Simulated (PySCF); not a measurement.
**FeSe2: structure of the triplet**

Aim: relax FeSe2 as a triplet from a end-on start, check by its vibrations whether the end is a minimum, and collect its spectrum and constants.

Method: B3LYP, basis Fe def2-SVP, Se def2-SVP, no relativity, density fitting; program: PySCF 2.14.0.

## 1. Starting geometry

3 atoms, charge 0, spin multiplicity 3.

Bond lengths: Fe1–Se2 2.390 Å, Se2–Se3 2.348 Å. Angles: Fe1–Se2–Se3 119.9°.

Coordinates in bohr (charge 0 multiplicity 3):
```
Fe    0.0000    0.0000    0.0000
Se    0.0000    0.0000    4.5157
Se    3.8471    0.0000    6.7267
```

## 2. The SCF at the typed geometry

The steps below are one call of a driver around PySCF. For each, scf.py gives the equivalent set-up of the SCF; relaxations use the driver's own optimiser. After this first run the driver tries any further starts and a stability analysis.

scf.py reads:

```python
from pyscf import gto, scf, dft
mol = gto.M(atom='''
Fe     0.000000     0.000000     0.000000
Se     0.000000     0.000000     2.389600
Se     2.035800     0.000000     3.559600''',
    basis={'Fe': 'def2-SVP', 'Se': 'def2-SVP'},
    charge=0, spin=2)
mf = dft.UKS(mol, xc='B3LYP')
mf.grids.atom_grid = (50, 194)
aux = {'Fe': 'def2-universal-JKFIT', 'Se': 'def2-universal-JKFIT'}
mf = mf.density_fit(auxbasis=aux)
mf.conv_tol = 1e-08
mf.diis_space = 10
mf.max_cycle = 60
mf.init_guess = 'minao'
mf.verbose = 4
mf.kernel()
```

Command:

```sh
> OMP_NUM_THREADS=2 python axn.py task.json out
```

What it wrote:

```text
init E= -6063.52433419889
[... the frontier-level lines of each cycle are left out ...]
cycle= 1 E= -6051.86481727073  delta_E= 11.7  |g|= 2.88  |ddm|= 5.66
cycle= 2 E= -6021.16197400699  delta_E= 30.7  |g|= 4.22  |ddm|= 10.1
cycle= 3 E= -6058.4928967749  delta_E= -37.3  |g|= 3.55  |ddm|= 8.25
cycle= 4 E= -6057.55912225135  delta_E= 0.934  |g|= 3.63  |ddm|= 2.59
cycle= 5 E= -6057.7533239863  delta_E= -0.194  |g|= 3.63  |ddm|= 0.327
cycle= 6 E= -6058.66458783182  delta_E= -0.911  |g|= 3.53  |ddm|= 1.01
cycle= 7 E= -6056.56735207317  delta_E=  2.1  |g|= 3.72  |ddm|= 1.57
cycle= 8 E= -6055.85177384466  delta_E= 0.716  |g|= 3.78  |ddm|= 0.456
cycle= 9 E= -6055.87064517581  delta_E= -0.0189  |g|= 3.78  |ddm|= 0.128
cycle= 10 E= -6055.84756663602  delta_E= 0.0231  |g|= 3.81  |ddm|= 0.27
cycle= 11 E= -6055.53225431969  delta_E= 0.315  |g|= 3.85  |ddm|= 0.564
cycle= 12 E= -5962.48350737194  delta_E=   93  |g|= 6.58  |ddm|= 12.8
cycle= 13 E= -6050.8857735666  delta_E= -88.4  |g|= 4.18  |ddm|= 13.2
cycle= 14 E= -6053.46881393111  delta_E= -2.58  |g|= 3.99  |ddm|= 2.08
cycle= 15 E= -6052.30633279112  delta_E= 1.16  |g|= 3.75  |ddm|= 2.42
cycle= 16 E= -6060.28420418816  delta_E= -7.98  |g|= 3.29  |ddm|= 3.69
cycle= 17 E= -6059.82897649312  delta_E= 0.455  |g|= 3.33  |ddm|= 1.23
cycle= 18 E= -6059.38482466796  delta_E= 0.444  |g|= 3.41  |ddm|= 0.357
cycle= 19 E= -6057.51229537925  delta_E= 1.87  |g|= 3.61  |ddm|= 1.21
cycle= 20 E= -6057.66985812428  delta_E= -0.158  |g|=  3.6  |ddm|= 0.144
cycle= 21 E= -6057.49375066904  delta_E= 0.176  |g|= 3.61  |ddm|= 0.125
cycle= 22 E= -6057.59386349735  delta_E= -0.1  |g|= 3.59  |ddm|= 0.167
cycle= 23 E= -6036.10717656577  delta_E= 21.5  |g|= 4.69  |ddm|= 12.4
cycle= 24 E= -6057.96389940707  delta_E= -21.9  |g|= 2.83  |ddm|= 12.6
cycle= 25 E= -6063.43344276104  delta_E= -5.47  |g|= 2.37  |ddm|= 2.82
cycle= 26 E= -6065.38803113509  delta_E= -1.95  |g|=  0.9  |ddm|= 2.28
cycle= 27 E= -6063.46779478534  delta_E= 1.92  |g|=    2  |ddm|= 2.51
cycle= 28 E= -6063.97895471649  delta_E= -0.511  |g|= 1.85  |ddm|= 0.491
cycle= 29 E= -6064.23366191657  delta_E= -0.255  |g|= 1.77  |ddm|= 0.342
cycle= 30 E= -6064.09966662503  delta_E= 0.134  |g|= 1.79  |ddm|= 0.154
cycle= 31 E= -6064.10941414864  delta_E= -0.00975  |g|= 1.79  |ddm|= 0.036
cycle= 32 E= -6063.9959061161  delta_E= 0.114  |g|= 1.76  |ddm|= 0.506
cycle= 33 E= -6065.33768958475  delta_E= -1.34  |g|= 0.994  |ddm|= 1.22
cycle= 34 E= -6065.98844240985  delta_E= -0.651  |g|= 0.393  |ddm|= 0.944
cycle= 35 E= -6065.94522160438  delta_E= 0.0432  |g|= 0.495  |ddm|= 0.552
cycle= 36 E= -6065.97780970459  delta_E= -0.0326  |g|= 0.44  |ddm|= 0.0835
cycle= 37 E= -6066.1232723843  delta_E= -0.145  |g|= 0.0743  |ddm|= 0.75
cycle= 38 E= -6066.12800878153  delta_E= -0.00474  |g|= 0.0262  |ddm|= 0.128
cycle= 39 E= -6066.12939908683  delta_E= -0.00139  |g|= 0.0136  |ddm|= 0.0886
cycle= 40 E= -6066.13025876752  delta_E= -0.00086  |g|= 0.00986  |ddm|= 0.0706
cycle= 41 E= -6066.13079278447  delta_E= -0.000534  |g|= 0.00948  |ddm|= 0.0514
cycle= 42 E= -6066.13146012486  delta_E= -0.000667  |g|= 0.00892  |ddm|= 0.0681
cycle= 43 E= -6066.1327735835  delta_E= -0.00131  |g|= 0.00785  |ddm|= 0.148
cycle= 44 E= -6066.13353304325  delta_E= -0.000759  |g|= 0.00954  |ddm|= 0.095
cycle= 45 E= -6066.13334303943  delta_E= 0.00019  |g|= 0.00911  |ddm|= 0.0245
cycle= 46 E= -6066.13319088359  delta_E= 0.000152  |g|= 0.0085  |ddm|= 0.0212
cycle= 47 E= -6066.13232126048  delta_E= 0.00087  |g|= 0.00763  |ddm|= 0.121
cycle= 48 E= -6066.13142875997  delta_E= 0.000893  |g|= 0.0139  |ddm|= 0.151
cycle= 49 E= -6066.1314024818  delta_E= 2.63e-05  |g|= 0.0141  |ddm|= 0.00438
cycle= 50 E= -6066.13134771616  delta_E= 5.48e-05  |g|= 0.0192  |ddm|= 0.00981
cycle= 51 E= -6066.13156164801  delta_E= -0.000214  |g|= 0.0177  |ddm|= 0.0327
cycle= 52 E= -6066.13134740719  delta_E= 0.000214  |g|= 0.017  |ddm|= 0.0516
cycle= 53 E= -6066.13136761019  delta_E= -2.02e-05  |g|= 0.0145  |ddm|= 0.0246
cycle= 54 E= -6066.13089145511  delta_E= 0.000476  |g|= 0.0136  |ddm|= 0.142
cycle= 55 E= -6066.13085310387  delta_E= 3.84e-05  |g|= 0.00808  |ddm|= 0.0624
cycle= 56 E= -6066.13050874132  delta_E= 0.000344  |g|= 0.021  |ddm|= 0.154
cycle= 57 E= -6066.1306915563  delta_E= -0.000183  |g|= 0.0107  |ddm|= 0.0332
cycle= 58 E= -6066.13064569703  delta_E= 4.59e-05  |g|= 0.0146  |ddm|= 0.0834
cycle= 59 E= -6066.13076014212  delta_E= -0.000114  |g|= 0.00389  |ddm|= 0.037
cycle= 60 E= -6066.13077630127  delta_E= -1.62e-05  |g|= 0.00118  |ddm|= 0.016
SCF not converged.
init E= -6063.52433419889
cycle= 1 E= -6051.86481727073  delta_E= 11.7  |g|= 2.88  |ddm|= 5.66
cycle= 2 E= -6021.16197400699  delta_E= 30.7  |g|= 4.22  |ddm|= 10.1
cycle= 3 E= -6057.81119198082  delta_E= -36.6  |g|= 3.62  |ddm|= 8.07
cycle= 4 E= -6064.52033677075  delta_E= -6.71  |g|= 1.49  |ddm|= 2.77
cycle= 5 E= -6063.59513263671  delta_E= 0.925  |g|= 1.89  |ddm|=  3.4
cycle= 6 E= -6065.48810621831  delta_E= -1.89  |g|= 1.17  |ddm|= 2.54
cycle= 7 E= -6064.27281574829  delta_E= 1.22  |g|= 1.82  |ddm|= 2.29
cycle= 8 E= -6065.87028681874  delta_E= -1.6  |g|= 0.569  |ddm|= 1.56
cycle= 9 E= -6065.90141896357  delta_E= -0.0311  |g|= 0.536  |ddm|= 1.28
cycle= 10 E= -6066.1067471769  delta_E= -0.205  |g|= 0.184  |ddm|= 0.87
cycle= 11 E= -6065.98434771946  delta_E= 0.122  |g|= 0.59  |ddm|= 0.84
cycle= 12 E= -6066.12897453139  delta_E= -0.145  |g|= 0.112  |ddm|= 0.59
cycle= 13 E= -6066.10818466705  delta_E= 0.0208  |g|= 0.235  |ddm|= 0.537
cycle= 14 E= -6066.13851378749  delta_E= -0.0303  |g|= 0.0715  |ddm|= 0.308
cycle= 15 E= -6066.12252534632  delta_E= 0.016  |g|= 0.224  |ddm|= 0.341
cycle= 16 E= -6066.14111031972  delta_E= -0.0186  |g|= 0.0507  |ddm|= 0.195
cycle= 17 E= -6066.14132735098  delta_E= -0.000217  |g|= 0.0508  |ddm|= 0.131
cycle= 18 E= -6066.1424511793  delta_E= -0.00112  |g|= 0.0343  |ddm|= 0.107
cycle= 19 E= -6066.14135413886  delta_E= 0.0011  |g|= 0.0541  |ddm|= 0.115
cycle= 20 E= -6066.14329098891  delta_E= -0.00194  |g|= 0.0128  |ddm|= 0.0875
SCF not converged.
init E= -6066.14329098891
cycle= 1 E= -6066.1433446781  delta_E= -5.37e-05  |g|= 0.0172  |ddm|= 0.0406
cycle= 2 E= -6066.14319765005  delta_E= 0.000147  |g|= 0.0312  |ddm|= 0.0542
cycle= 3 E= -6066.14361485321  delta_E= -0.000417  |g|= 0.00958  |ddm|= 0.0236
cycle= 4 E= -6066.14371105912  delta_E= -9.62e-05  |g|= 0.00597  |ddm|= 0.0167
cycle= 5 E= -6066.14380235803  delta_E= -9.13e-05  |g|= 0.00291  |ddm|= 0.0234
cycle= 6 E= -6066.14389572157  delta_E= -9.34e-05  |g|= 0.00312  |ddm|= 0.0302
cycle= 7 E= -6066.1439443815  delta_E= -4.87e-05  |g|= 0.00185  |ddm|= 0.0171
cycle= 8 E= -6066.144001319  delta_E= -5.69e-05  |g|= 0.00574  |ddm|= 0.0325
cycle= 9 E= -6066.14404707835  delta_E= -4.58e-05  |g|= 0.00274  |ddm|= 0.018
cycle= 10 E= -6066.14407475622  delta_E= -2.77e-05  |g|= 0.00214  |ddm|= 0.0145
cycle= 11 E= -6066.14410206068  delta_E= -2.73e-05  |g|= 0.00162  |ddm|= 0.0139
cycle= 12 E= -6066.1441241725  delta_E= -2.21e-05  |g|= 0.00136  |ddm|= 0.0112
cycle= 13 E= -6066.14414197456  delta_E= -1.78e-05  |g|= 0.00121  |ddm|= 0.00899
cycle= 14 E= -6066.14413807968  delta_E= 3.89e-06  |g|= 0.00148  |ddm|= 0.00241
cycle= 15 E= -6066.1441387055  delta_E= -6.26e-07  |g|= 0.00143  |ddm|= 0.000812
cycle= 16 E= -6066.14413893012  delta_E= -2.25e-07  |g|= 0.00147  |ddm|= 0.00037
cycle= 17 E= -6066.14413415959  delta_E= 4.77e-06  |g|= 0.00158  |ddm|= 0.00236
cycle= 18 E= -6066.1441185208  delta_E= 1.56e-05  |g|= 0.00178  |ddm|= 0.00777
cycle= 19 E= -6066.1441138715  delta_E= 4.65e-06  |g|= 0.00157  |ddm|= 0.00245
cycle= 20 E= -6066.1441225085  delta_E= -8.64e-06  |g|= 0.00134  |ddm|= 0.00428
cycle= 21 E= -6066.14412211951  delta_E= 3.89e-07  |g|= 0.00151  |ddm|= 0.000751
cycle= 22 E= -6066.14412313081  delta_E= -1.01e-06  |g|= 0.0015  |ddm|= 0.000624
cycle= 23 E= -6066.14413008526  delta_E= -6.95e-06  |g|= 0.00135  |ddm|= 0.00344
cycle= 24 E= -6066.14412981765  delta_E= 2.68e-07  |g|= 0.00143  |ddm|= 0.000677
cycle= 25 E= -6066.1441300119  delta_E= -1.94e-07  |g|= 0.00142  |ddm|= 0.000486
cycle= 26 E= -6066.14412131277  delta_E= 8.7e-06  |g|= 0.00159  |ddm|= 0.00431
cycle= 27 E= -6066.1441195549  delta_E= 1.76e-06  |g|= 0.0015  |ddm|= 0.00105
cycle= 28 E= -6066.14412663301  delta_E= -7.08e-06  |g|= 0.00133  |ddm|= 0.00351
cycle= 29 E= -6066.14414447749  delta_E= -1.78e-05  |g|= 0.00117  |ddm|= 0.00892
cycle= 30 E= -6066.14415151275  delta_E= -7.04e-06  |g|= 0.00129  |ddm|= 0.00355
SCF not converged.
macro= 0  E= -6066.14480305358  delta_E= -0.000651541  |g|= 0.00128801  2 KF 10 JK
macro= 1  E= -6066.14542116719  delta_E= -0.000618114  |g|= 0.0107401  2 KF 8 JK
macro= 2  E= -6066.14577265455  delta_E= -0.000351487  |g|= 0.0229145  2 KF 6 JK
macro= 3  E= -6066.14585352439  delta_E= -8.08698e-05  |g|= 5.95527e-05  4 KF 17 JK
macro= 4  E= -6066.14585352438  delta_E= 1.18234e-11  |g|= 2.98219e-05  1 KF 2 JK
macro X = 5  E=-6066.14585352438  |g|= 2.98219e-05  total 12 KF 49 JK
converged SCF energy = -6066.14585352438  <S^2> = 3.3101899  2S+1 = 3.7736931
```

This step, with its further starts and checks, needed 57 s of wall time on 2 threads of Arm Neoverse N1, shared host.

Where DIIS stalls, the driver goes on with a level shift of 0.3 Eh and then with a second-order solver.

The test of internal stability found no lower solution of this spin.

## 3. Relaxing the triplet from the end-on start

The program finds Cs symmetry in the start, which this walk keeps. The walk stops when the largest gradient is under 0.0003 Eh/bohr and the energy has settled too.

scf.py, as its differences from that of step 2:

```diff
@@ -3,3 +3,3 @@
-Fe     0.000000     0.000000     0.000000
-Se     0.000000     0.000000     2.389600
-Se     2.035800     0.000000     3.559600''',
+Fe    -0.754023     0.000000    -2.203475
+Se    -0.754023     0.000000     0.186125
+Se     1.281777     0.000000     1.356125''',
@@ -15 +14,0 @@
-mf.init_guess = 'minao'
```

Steps of the walk:

```csv
step,energy (Eh),change (kJ/mol),largest symmetric gradient (Eh/bohr)
0,-6066.145854,0.00,0.01514
1,-6066.148879,-7.94,0.00804
2,-6066.151254,-14.18,0.00705
3,-6066.152363,-17.09,0.00528
4,-6066.153236,-19.38,0.00677
5,-6066.154782,-23.44,0.00907
6,-6066.157239,-29.89,0.01545
7,-6066.157927,-31.70,0.01474
8,-6066.158478,-33.14,0.00800
9,-6066.158827,-34.06,0.00281
10,-6066.158871,-34.18,0.00238
11,-6066.159027,-34.59,0.00248
12,-6066.159062,-34.68,0.00091
13,-6066.159078,-34.72,0.00016
14,-6066.159078,-34.72,0.00003
```

The walk took 3 min.

Positions (Å) and forces (eV/Å) along the way:

```
step 0
Fe  -0.754   0.000  -2.203   0.286   0.000   0.324
Se  -0.754   0.000   0.186   0.472   0.000   0.458
Se   1.282   0.000   1.356  -0.758   0.000  -0.782
step 1
Fe  -0.706   0.000  -2.166   0.223   0.000   0.251
Se  -0.778   0.000   0.219   0.044   0.000   0.164
Se   1.258   0.000   1.285  -0.267   0.000  -0.415
step 7
Fe  -0.137   0.000  -1.652  -0.015   0.000   0.219
Se  -1.252   0.000   0.454   0.756   0.000  -0.112
Se   1.163   0.000   0.537  -0.741   0.000  -0.107
step 14
Fe  -0.084   0.000  -1.651   0.000   0.000  -0.001
Se  -1.242   0.000   0.503   0.001   0.000   0.001
Se   1.100   0.000   0.487  -0.001   0.000   0.000
```

It settles in C2v symmetry, 34.7 kJ/mol below the start, after 14 steps: Fe–Se 2.444 Å (×2), Se–Se 2.342 Å; Fe–Se–Se 61.4° (×2), Se–Fe–Se 57.3°.

## 4. Hessian and properties

The point is checked on the finer grid, and tightened if its gradient asks for it. The Hessian and the dipole derivatives come from central differences of analytic gradients, with steps of 0.02 bohr.

scf.py, as its differences from that of step 3:

```diff
@@ -3,3 +3,3 @@
-Fe    -0.754023     0.000000    -2.203475
-Se    -0.754023     0.000000     0.186125
-Se     1.281777     0.000000     1.356125''',
+Fe    -0.010186     0.000000    -1.589139
+Se    -1.167966     0.000000     0.563611
+Se     1.175095     0.000000     0.548592''',
@@ -9 +9 @@
-mf.grids.atom_grid = (50, 194)
+mf.grids.atom_grid = (75, 302)
@@ -12 +12 @@
-mf.conv_tol = 1e-08
+mf.conv_tol = 1e-10
```

The driver hands on the density of the step before, so the log starts near convergence.

SCF at the final geometry:

```text
init E= -6066.15912275715
[... the frontier-level lines of each cycle are left out ...]
cycle= 1 E= -6066.15912275711  delta_E= 4.73e-11  |g|= 1.17e-05  |ddm|= 2.29e-05
cycle= 2 E= -6066.1591227566  delta_E= 5.07e-10  |g|= 3.48e-05  |ddm|= 5.53e-05
cycle= 3 E= -6066.15912275723  delta_E= -6.29e-10  |g|= 3.14e-06  |ddm|= 4.06e-05
cycle= 4 E= -6066.15912275723  delta_E= 1.82e-12  |g|= 1.51e-06  |ddm|= 4.21e-06
Extra cycle  E= -6066.15912275726  delta_E= -2.91e-11  |g|= 1.64e-06  |ddm|= 1.08e-05
converged SCF energy = -6066.15912275726  <S^2> = 3.288024  2S+1 = 3.7619272
```

The whole step took 2.2 min.

Geometry: C2v; Fe–Se 2.444 Å (×2), Se–Se 2.343 Å; Fe–Se–Se 61.4° (×2), Se–Fe–Se 57.3°.

Modes, for the most abundant isotopes:

```tsv
symmetry	ω (cm⁻¹)	IR (km/mol)	μ (u)
b2	57	0.0	68.31
a1	191	0.4	62.16
a1	312	0.5	77.45
```

All wavenumbers are real: a minimum.

Properties at this point:

- Dipole moment: 3.29 D
- Highest occupied level: -4.58 eV
- Lowest empty level: -3.69 eV
- Rotational constants: 0.0884, 0.07684, 0.04111 cm⁻¹
- Zero-point energy: 3.3 kJ/mol
- Principal polarisabilities: 46.2, 83.3, 102.0 bohr³
- Atomisation energy without zero-point energy: 475 kJ/mol
- Principal traceless quadrupole moments about the centre of mass: -3.45, -2.24, 5.69 D Å
- Entropy at 298.15 K and 1 bar (electronic part: spin only): 331.1 J/(mol K)
- Heat capacity Cp at 298.15 K: 56.2 J/(mol K)
- Enthalpy at 298.15 K above 0 K: 14.65 kJ/mol
- Rotational symmetry number: 2
- Spin squared ⟨S²⟩: 3.288

Charges (e) and bond orders:

| atom | Mulliken | Löwdin | polar tensor | spin (Mulliken) | Mayer order to Fe1 |
| --- | --- | --- | --- | --- | --- |
| Fe1 | 0.28 | 0.13 | 0.21 | 2.94 | – |
| Se2,3 | -0.14 | -0.06 | -0.11 | -0.47 | 0.68 |

Mulliken populations on Fe1: s 6.81, p 12.31, d 6.59, f 0.00.

## 5. What came out

```
                                          quantity                                                                   value
                                           minimum                                           broken-symmetry (Ms = 1), C2v
                                          geometry  Fe–Se 2.444 Å (×2), Se–Se 2.343 Å; Fe–Se–Se 61.4° (×2), Se–Fe–Se 57.3°
                                wavenumbers (cm⁻¹)                                             57 (b2), 191 (a1), 312 (a1)
                                     dipole moment                                                                  3.29 D
highest occupied, lowest empty level (either spin)                                                         -4.58, -3.69 eV
                        polar-tensor charge of Fe1                                                                 +0.21 e
                                 zero-point energy                                                              3.3 kJ/mol
                               entropy at 298.15 K                                                         331.1 J/(mol K)
         atomisation energy (no zero-point energy)                                                              475 kJ/mol
                                              ⟨S²⟩                                                                   3.288
```

In words: The end-on start (Cs) ends in a minimum of C2v symmetry. The determinant is spin-contaminated (⟨S²⟩ = 3.29 against 2.00), so it is no pure spin state. Only this shape and spin were tried, so other structures or states may lie lower. One determinant may miss the lowest occupation of an open d or f shell.

The search up to here took 6.2 min.
